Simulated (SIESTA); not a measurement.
**W2N3 under changes of volume**

One of the cells (10.945 Å³/atom); the others are scaled copies at fixed shape and fractional positions:

```
W N
1.0
     2.50168   -4.30584    0.00000
     2.50168    4.30584    0.00000
    -1.68469    0.00000    5.08048
W N
4 6
Direct
  0.50816 0.50816 0.52139
  0.66931 0.00638 0.00907
  0.32251 0.32251 0.98429
  0.00638 0.66931 0.00907
  0.73587 0.41956 0.25056
  0.09633 0.09633 0.25293
  0.41956 0.73587 0.25056
  0.58802 0.25501 0.74713
  0.25501 0.58802 0.74713
  0.90619 0.90619 0.74986
```

The cell comes from a database or a generator and needn't be the stable form of this composition.

```yaml
Program: SIESTA 5.4.2
Functional: LDA
Potentials_or_basis: PseudoDojo 0.4 standard (LDA files)
Basis: DZP (energy shift 0.003 Ry; two zetas on semicore shells)
Grid_cutoff: 800 Ry
Energy_shift: 0.003 Ry
k_mesh: 5 × 5 × 4
Occupations: fermi-dirac, width 0.05 eV
Spin: no spin polarisation
```

```csv
volume (Å³/atom),energy over the lowest point (meV/atom),pressure (GPa),largest force (eV/Å)
10.289,35.98,22.0,1.353
10.507,?,?,?
10.726,0.80,4.4,0.684
10.945,0.00,-3.1,0.437
11.164,8.87,-9.8,0.356
11.383,26.39,-15.7,0.442
11.602,51.67,-21.1,0.632
```

Question: What does the run at 10.507 Å³/atom give?

Answer: Energy over the lowest point 12.38 meV/atom; pressure 12.7 GPa; largest force 0.999 eV/Å.

Worked out: A Birch-Murnaghan fit of order 3 (a polynomial in V^(-2/3)) to the other rows has its minimum at 10.85 Å³/atom with B0 = V·E''(V) = 367 GPa and B' = 4.5 at fixed shape and positions, which overstates the stiffness. It gives 12.42 meV/atom at 10.507 Å³/atom, against the run's 12.38, and -dE/dV = 12.8 GPa, against 12.7.

Energies are extrapolated to zero smearing.

Caveats: short orbitals over semicore shells can move pressures by several GPa; the basis of atomic orbitals isn't converged, which shifts pressures, moduli and gaps; forces of over 1 eV/Å show positions far from the minimum, so gaps and moduli don't describe the material at rest (some runs).
